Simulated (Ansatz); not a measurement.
# Zn: the cost of one run

Computed with Ansatz 0.2.0 (DFT LDA, scalar-relativistic, plane waves, PAW, unless a step's input says otherwise).

**1. The structure to begin with**

Symmetry: P6_3/mmc, No. 194, hexagonal system. The conventional cell has a = 2.660 Å, b = 2.660 Å, c = 4.950 Å, α = 90.00°, β = 90.00°, γ = 120.00°. Zn (site symmetry -6m2) is surrounded by 12 Zn at 2.66 to 2.91 Å.

Coordinates:

```
Zn
1.0
     2.66000    0.00000    0.00000
    -1.33000    2.30363    0.00000
     0.00000    0.00000    4.95000
Zn
2
Direct
  0.33333 0.66667 0.25000
  0.66667 0.33333 0.75000
```

**2. Relaxing cell and atoms: Zn, no spin, 2 GPa**

Contents of input.yaml:

```yaml
crystal:
  lattice:
    - [2.66, 0.0, 0.0]
    - [-1.33, 2.30362757, 0.0]
    - [0.0, 0.0, 4.95]
  atoms:
    - { symbol: Zn, position: [0.3333333333, 0.6666666667, 0.25] }
    - { symbol: Zn, position: [0.6666666667, 0.3333333333, 0.75] }
scf:
  occupations: { method: gaussian, width: 0.1 }
output:
  forces: true
  stress: true
  eigenvalues: true
  write_density: true
  write_potential: true
  elf: true
  volumetric_format: npy
kpoints:
  mp_grid: { grid: [57, 57, 26] }
hamiltonian:
  xc: lda
relax:
  f_tol: 0.003
  max_steps: 60
  cell: { stress_tol: 0.01, p_target: 2 }
```

On the command line:

```
$ ansatz run input.yaml --threads 8 --pin off --max-ram 24576MiB --backend cpu --events-out ev --progress --plain --runs-dir out
```

Q: Estimate wall time and peak memory on 8 threads of Intel Xeon Platinum 8259CL at 2.50GHz (Skylake/Cascade Lake), shared host.

About 3.2 min, with a peak of 2.2 GiB.
